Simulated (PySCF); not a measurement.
# C5H6F2: the cost of one run

Programs: PySCF 2.14.0, with density-fitted response routines of our own. Each step states its level of theory. These are calculated values for one molecule in the gas phase, unless marked as measured. Atoms are numbered from 0 throughout.

## (1) The starting structure

13 atoms, charge 0, multiplicity 1; geometry from: GFN2-xTB. The atoms were then displaced at random by about 0.01 Å, so the start is not that level's minimum.

Bonds of the start (Å): C0–C1 1.50, C1–C2 1.50, C2–C3 1.37, C3–C4 1.54, C4–F5 1.36, C4–F6 1.35, C4–C1 1.56, C0–H7 1.06, C0–H8 1.12, C0–H9 1.09, C1–H10 1.08, C2–H11 1.07, C3–H12 1.01.

## (2) Optimising the geometry at PBE0-D3(BJ)/def2-SVP

The job: settings as JSON, then the geometry in Å.

```
{"job": {"xc": "PBE0", "basis": "def2-SVP", "d3": "d3bj", "grid": 1, "shake": 0.01, "kind": "geom"}, "charge": 0, "multiplicity": 1}
C     -1.541910     0.153480     0.427860
C     -0.364540     0.031690    -0.494040
C      0.708230     1.079850    -0.380850
C      1.709490     0.241920     0.027820
C      0.749380    -0.954940    -0.029880
F      0.513010    -1.582910     1.150730
F      1.084920    -1.930400    -0.903530
H     -2.142600    -0.724850     0.396550
H     -2.181230     1.017640     0.115890
H     -1.244150     0.355850     1.457270
H     -0.680790    -0.169070    -1.509890
H      0.709820     2.140570    -0.547860
H      2.686200     0.324280     0.279620
```

On the command line:

```console
> OMP_NUM_THREADS=1 python probes_run.py task.json out
```

One launch serves the whole session: the jobs run in the order shown.

**Question.** How long does this first job take on 1 thread of Arm Neoverse V2, shared host, and how much memory does it need?

About 68 s, with a peak of 0.51 GiB.
